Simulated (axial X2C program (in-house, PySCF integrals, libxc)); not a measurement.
# GeN⁻: from the state search to constants

What are the state, bond length, wavenumber and bond energy of GeN⁻, and what does spin–orbit coupling change?

Method: all-electron X2C, Ge dyall-acv3z, N dyall-av3z; program: an in-house X2C program for linear molecules on PySCF integrals.

All values are calculated.

## 1. Input

File task.json:

```json
{"zs": [32, 7], "q": -1, "bas": ["dyall-acv3z", "dyall-av3z"], "levels": ["PBE0", "HF", "r2SCAN"], "cc": true, "r0": 1.71, "thr": -1.0, "nmax": 90, "npts": 10, "nst": 2, "ntry": 6}
```

Keys: zs atomic numbers; q charge; bas basis sets; levels methods (HF also brings MP2); cc coupled cluster on or off; r0 starting distance in Å; thr threshold in hartree for freezing inner shells (an s shell follows its p shell); nmax most natural virtual spinors; npts points asked for on the curve; nst determinants followed; ntry starts of the search.

The run is started by

```
$ python so2c.py task.json out
```

Spin-free means the one-electron spin-free X2C Hamiltonian; two-component (2c) means X2C with spin–orbit coupling and atomic mean-field two-electron Coulomb and Gaunt terms. Basis: Ge dyall-acv3z contracted to [10s10p8d5f1g], N dyall-av3z contracted to [7s7p3d2f]; Gaussian nuclei, density fitting. Masses: Ge 73.921 u, N 14.003 u.

Notation: σ, π±, δ± give the projection m of an orbital's angular momentum (0, ±1, ±2), α and β its spin, Λ and M_S the sums; ω is the projection of a spinor's total angular momentum and Ω the sum. Logs are in hartree.

After this run come: PBE0, spin-free; HF, spin-free; r2SCAN, spin-free; Correlated methods, spin-free; PBE0, 2c; HF, 2c; r2SCAN, 2c; Correlated methods, 2c.

**Question.** What will these runs give? Wanted: for each run, Hamiltonian; Re; ωe; De; μ.

**Answer**, as computed:

Lowest determinant found, spin-free: M_S = 0, Λ = 0 (closed shell).

Lowest determinant found, 2c: Ω = 0 (closed shell).

```csv
Hamiltonian,level,Re (Å),ωe (cm⁻¹),De (eV),μ (D)
spin-free,PBE0,1.664,1000,4.81,-4.03
spin-free,HF,1.637,1112,0.516,-4.67
spin-free,MP2,1.741,770,5.77,n/a
spin-free,CCSD,1.683,968,4.49,n/a
spin-free,CCSD(T),1.701,912,5.00,n/a
spin-free,r2SCAN,1.670,978,4.89,-3.78
2c,PBE0,1.664,1000,4.80,-4.03
2c,r2SCAN,1.670,978,4.89,-3.78
```

Dipoles are positive if N is the positive end and refer to the centre of mass. No constants: 2c HF (the dipole of the solution jumps along the scan, a sign of a change of state); 2c MP2 (the dipole of the reference jumps along the scan, a sign of a change of state); 2c CCSD (the dipole of the reference jumps along the scan, a sign of a change of state); 2c CCSD(T) (the dipole of the reference jumps along the scan, a sign of a change of state).

**Reading.** At PBE0, going from spin-free to two-component changes Re by 0 mÅ, ωe by -0.1 % and De by 0.00 eV, which is small (part of it comes from the scalar share of the two-electron terms).

De refers to Ge- + N. Each curve is one determinant whose occupation by symmetry is held fixed; it was picked as the lowest of a PBE0 search that is not exhaustive. Closed shells are restricted here (equal orbitals for both partners); the stretched side of such a curve lies too high. Dissociation energies refer to the lowest single-determinant-based atoms at the same level and basis. CCSD and (T) use frozen natural virtuals with an MP2 correction for the truncation. The highest occupied level is positive at some levels of theory, so the basis set holds the extra electron. The meta-GGAs lack a current-density term, which matters for open shells with orbital currents, atoms included. With the outer-core shells frozen, correlated bond lengths of heavy atoms tend to come out a few hundredths of an ångström too long. T1 reaches 0.025, slightly above the customary mark of 0.02.
